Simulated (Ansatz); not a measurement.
# As4Ga4: the cost of one run

Computed with Ansatz 0.2.0, Gaussian basis. Level: UKS r2SCAN-D4/def2-SVP.

The runs, in order: relaxation at r2SCAN-D4/def2-SVP; a single point at PBE0-D4/def2-SVP.

8 further runs of the same task are left out: 4 that didn't finish, 4 set aside as unsound or not needed.

## (1) The system as given

8 atoms, charge -1, spin multiplicity 2.

Atoms are counted from 1 here; the program's logs count them from 0.

Bond lengths: Ga1–As6 2.575 Å, Ga1–As7 2.489 Å, Ga2–As5 2.689 Å, Ga2–As7 2.635 Å, Ga2–As8 2.625 Å, Ga3–As6 2.747 Å, Ga3–As7 2.889 Å, Ga3–As8 2.666 Å, Ga4–As5 2.363 Å, Ga4–As6 2.417 Å, Ga4–As7 2.661 Å, As5–As8 2.496 Å, As7–As8 2.549 Å. Angles: As6–Ga1–As7 91.9°, As5–Ga2–As7 87.6°, As5–Ga2–As8 56.0°, As7–Ga2–As8 58.0°, As6–Ga3–As7 80.4°, As6–Ga3–As8 99.9°, As7–Ga3–As8 54.5°, As5–Ga4–As6 145.0°, As5–Ga4–As7 94.1°, As6–Ga4–As7 91.4°, Ga2–As5–Ga4 88.5°, Ga2–As5–As8 60.7°, Ga4–As5–As8 73.1°, Ga1–As6–Ga3 83.6°, Ga1–As6–Ga4 71.5°, Ga3–As6–Ga4 81.5°, Ga1–As7–Ga2 140.0°, Ga1–As7–Ga3 82.2° and more.

The ion is computed in the gas phase, without counter-ions or solvent.

The start is a GFN1-xTB geometry.

## (2) Relaxation at r2SCAN-D4/def2-SVP

in.yaml

```yaml
crystal:
  periodic: [false, false, false]
  atoms:
    - {symbol: Ga, position_ang: [-0.011750, 2.551630, 0.946030]}
    - {symbol: Ga, position_ang: [0.891460, -0.453180, -2.705610]}
    - {symbol: Ga, position_ang: [1.110910, -0.628370, 2.049870]}
    - {symbol: Ga, position_ang: [-1.383430, 0.186470, -0.080230]}
    - {symbol: As, position_ang: [-1.325820, -1.564130, -1.665960]}
    - {symbol: As, position_ang: [-1.264620, 0.733450, 2.271570]}
    - {symbol: As, position_ang: [1.170200, 0.848690, -0.431870]}
    - {symbol: As, position_ang: [0.813050, -1.674560, -0.383810]}
basis:
  gaussian: {orbitals: def2-SVP}
total_charge: -1
magnetization: {spin_polarized: true, initial_magnetization: 1}
hamiltonian: {xc: r2scan, dispersion: d4}
scf: {lower_state_search: "off"}
output: {orbitals: {seedname: orbitals}}
relax: {f_tol: 0.03, max_steps: 70}
```

Launch:

```bash
$ ansatz run in.yaml --threads 6 --pin off --events-out ev --progress --plain --max-ram 7833MiB
```

What time and memory should one allow on 6 threads of Intel Xeon Platinum 8488C, shared host?

About 80 s, with a peak of 0.86 GiB.
